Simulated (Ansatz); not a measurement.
# Bi: the cost of one run

Program: Ansatz 0.2.0. Level of theory: DFT PBEsol, scalar-relativistic. These are calculated values, not measurements.

## 1. The structure to begin with

Symmetry: P6_3/mmc, No. 194, hexagonal system. The conventional cell has a = 4.539 Å, b = 4.539 Å, c = 11.829 Å, α = 90.00°, β = 90.00°, γ = 120.00°.

Coordinates:

```cif
data_structure
_symmetry_space_group_name_H-M 'P6_3/mmc'
_symmetry_Int_Tables_number 194
_cell_length_a 4.5390
_cell_length_b 4.5390
_cell_length_c 11.8290
_cell_angle_alpha 90.000
_cell_angle_beta 90.000
_cell_angle_gamma 120.000
_cell_volume 211.06
loop_
_atom_site_label
_atom_site_type_symbol
_atom_site_symmetry_multiplicity
_atom_site_Wyckoff_symbol
_atom_site_fract_x
_atom_site_fract_y
_atom_site_fract_z
_atom_site_occupancy
Bi1 Bi 2 c 0.33333 0.66667 0.25000 1
```

The file gives the conventional cell by its symmetry; the runs use the cell typed in the input.

Atoms are numbered in the order of the input: Bi1, Bi2.

## 2. After the deformation

Space group P6_3/mmc before, P-1 after.

## 3. All-electron LAPW

Input file input.yaml:

```yaml
crystal:
  lattice:
    - [4.5390002997, -0.045390003, -0.045390003]
    - [-2.3088090456, 3.9535845689, -0.0166138942]
    - [-0.11829, -0.11829, 11.829]
  atoms:
    - { symbol: Bi, position: [0.3333333333, 0.6666666667, 0.25] }
    - { symbol: Bi, position: [0.6666666667, 0.3333333333, 0.75] }
kpoints:
  mp_grid: { grid: [9, 9, 3] }
  band_path:
    path:
      - [0.0, 0.0, 0.0]
      - [0.0, 0.0, 0.5]
      - [-0.5, 0.5, 0.0]
      - [0.0, 0.0, 0.0]
      - [0.0, -0.5, 0.0]
      - [-0.5, 0.0, 0.5]
      - [0.0, 0.0, 0.0]
      - [-0.5, 0.0, 0.0]
      - [0.0, -0.5, 0.5]
    npoints: 5
scf:
  occupations: { method: fermi_dirac, width: 0.08 }
hamiltonian:
  xc: pbesol
  pseudopotentials: { kind: all_electron, lapw: { basis_error: 0.00025 } }
output:
  forces: true
  stress: true
  eigenvalues: true
```

Run with:

```console
$ ansatz run input.yaml --threads 1 --pin off --max-ram 3072MiB --backend cpu --events-out ev --progress --plain --runs-dir out
```

What time and memory should one allow on 1 thread of Intel Xeon Platinum 8488C (Sapphire Rapids), shared host?

About 39 s, with a peak of 0.49 GiB.
